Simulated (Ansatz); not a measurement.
# C4H3F7: a ladder of functionals and wavefunction methods

One table from this session's results is given with a row withheld; the runs are named, their logs left out.

Computed with Ansatz 0.2.0, Gaussian basis. Level: functionals in def2-TZVPP, the program's frozen cores in correlated methods.

Plan: LDA (SPW92), PBE-D4, revPBE-D4, BLYP-D4, r2SCAN-D4, B97M-V, PBE0-D4, B3LYP-D4, r2SCANh-D4, r2SCAN0-D4, HSE06-D4, BHLYP-D4, CAM-B3LYP-D4, LC-ωPBE, ωB97X-V, ωB97M-V, B2PLYP, PBE-QIDH; CCSD(T)/def2-SVP; CCSD(T)/def2-TZVPP; MP2/def2-QZVPP; extrapolation to the limit; RPA on PBE.

## The relaxed structure

The geometry comes from an earlier relaxation with PBE0-D4 in a triple-zeta def2 set; it is a stationary point, not always the lowest conformer.

SMILES `FC(F)C(F)C(F)(F)C(F)F`, 14 atoms, charge 0, spin multiplicity 1.

Atoms are counted from 1 here; the program's logs count them from 0.

Bond lengths: F1–C2 1.345 Å, C2–F3 1.357 Å, C2–C4 1.520 Å, C2–H12 1.093 Å, C4–F5 1.366 Å, C4–C6 1.530 Å, C4–H13 1.094 Å, C6–F7 1.355 Å, C6–F8 1.343 Å, C6–C9 1.537 Å, C9–F10 1.342 Å, C9–F11 1.350 Å, C9–H14 1.091 Å. Angles: F1–C2–F3 107.9°, F1–C2–C4 108.8°, F1–C2–H12 109.0°, F3–C2–C4 109.5°, F3–C2–H12 109.1°, C4–C2–H12 112.5°, C2–C4–F5 106.9°, C2–C4–C6 114.0°, C2–C4–H13 109.5°, F5–C4–C6 107.8°, F5–C4–H13 109.3°, C6–C4–H13 109.3°, C4–C6–F7 109.7°, C4–C6–F8 107.9°, C4–C6–C9 115.2°, F7–C6–F8 107.9°, F7–C6–C9 107.4°, F8–C6–C9 108.5° and more.

Geometry (Å):

```csv
atom,x (Å),y (Å),z (Å)
F1,-0.6549,1.0011,-2.5920
C2,0.1303,0.6709,-1.5510
F3,0.6511,-0.5582,-1.7960
C4,-0.7214,0.6199,-0.2925
F5,-1.1809,1.8875,-0.0729
C6,0.0425,0.1763,0.9573
F7,1.1786,0.9052,1.0801
F8,-0.7303,0.4321,2.0252
C9,0.4418,-1.3080,0.9887
F10,0.8891,-1.6037,2.2187
F11,-0.6512,-2.0591,0.7361
H12,0.9455,1.3957,-1.4763
H13,-1.5708,-0.0499,-0.4537
H14,1.2176,-1.5392,0.2570
```

Set-up of the first run:

Contents of in.yaml:

```yaml
crystal:
  periodic: [false, false, false]
  atoms:
    - {symbol: F, position_ang: [-0.654871, 1.001105, -2.591982]}
    - {symbol: C, position_ang: [0.130302, 0.670942, -1.550962]}
    - {symbol: F, position_ang: [0.651088, -0.558200, -1.796024]}
    - {symbol: C, position_ang: [-0.721354, 0.619932, -0.292508]}
    - {symbol: F, position_ang: [-1.180898, 1.887496, -0.072862]}
    - {symbol: C, position_ang: [0.042545, 0.176344, 0.957338]}
    - {symbol: F, position_ang: [1.178605, 0.905179, 1.080147]}
    - {symbol: F, position_ang: [-0.730327, 0.432079, 2.025203]}
    - {symbol: C, position_ang: [0.441848, -1.308003, 0.988698]}
    - {symbol: F, position_ang: [0.889061, -1.603711, 2.218671]}
    - {symbol: F, position_ang: [-0.651230, -2.059083, 0.736122]}
    - {symbol: H, position_ang: [0.945453, 1.395729, -1.476277]}
    - {symbol: H, position_ang: [-1.570799, -0.049899, -0.453744]}
    - {symbol: H, position_ang: [1.217578, -1.539210, 0.256980]}
basis:
  gaussian: {orbitals: def2-TZVPP}
hamiltonian: {xc: lda}
output: {orbitals: {seedname: orbitals}}
```

On the command line:

```console
$ ansatz run in.yaml --threads 4 --pin off --events-out ev --progress --plain --max-ram 66560MiB --backend cuda --devices 0, --max-vram 37GiB
```

Steps of the session up to this table: LDA; PBE-D4 (GGA); revPBE-D4 (GGA); BLYP-D4 (GGA); r2SCAN-D4 (meta-GGA); B97M-V (meta-GGA); PBE0-D4 (hybrid); B3LYP-D4 (hybrid); r2SCANh-D4 (hybrid); r2SCAN0-D4 (hybrid); HSE06-D4 (hybrid); BHLYP-D4 (hybrid); CAM-B3LYP-D4 (range-separated); LC-ωPBE (range-separated); ωB97X-V (range-separated); ωB97M-V (range-separated); B2PLYP (double hybrid); PBE-QIDH (double hybrid).

One of the session's tables, all rows but one given; the rest of the session is left out.

| functional | HOMO (eV) | gap (eV) |
| --- | --- | --- |
| LDA (SPW92) | -8.44 | 7.41 |
| PBE-D4 | ? | ? |
| revPBE-D4 | -8.10 | 7.63 |
| BLYP-D4 | -8.20 | 7.67 |
| r2SCAN-D4 | -8.61 | 8.31 |
| B97M-V | -8.79 | 8.52 |
| PBE0-D4 | -10.02 | 10.53 |
| B3LYP-D4 | -9.83 | 10.03 |
| r2SCANh-D4 | -9.29 | 9.39 |
| r2SCAN0-D4 | -10.30 | 11.01 |
| HSE06-D4 | -9.61 | 9.73 |
| BHLYP-D4 | -11.86 | 13.50 |
| CAM-B3LYP-D4 | -11.61 | 13.21 |
| LC-ωPBE | -12.84 | 15.78 |
| ωB97X-V | -12.52 | 15.34 |
| ωB97M-V | -12.43 | 15.01 |

Estimate the missing values for PBE-D4.

The run gave: HOMO (eV): -8.20; gap (eV): 7.57.
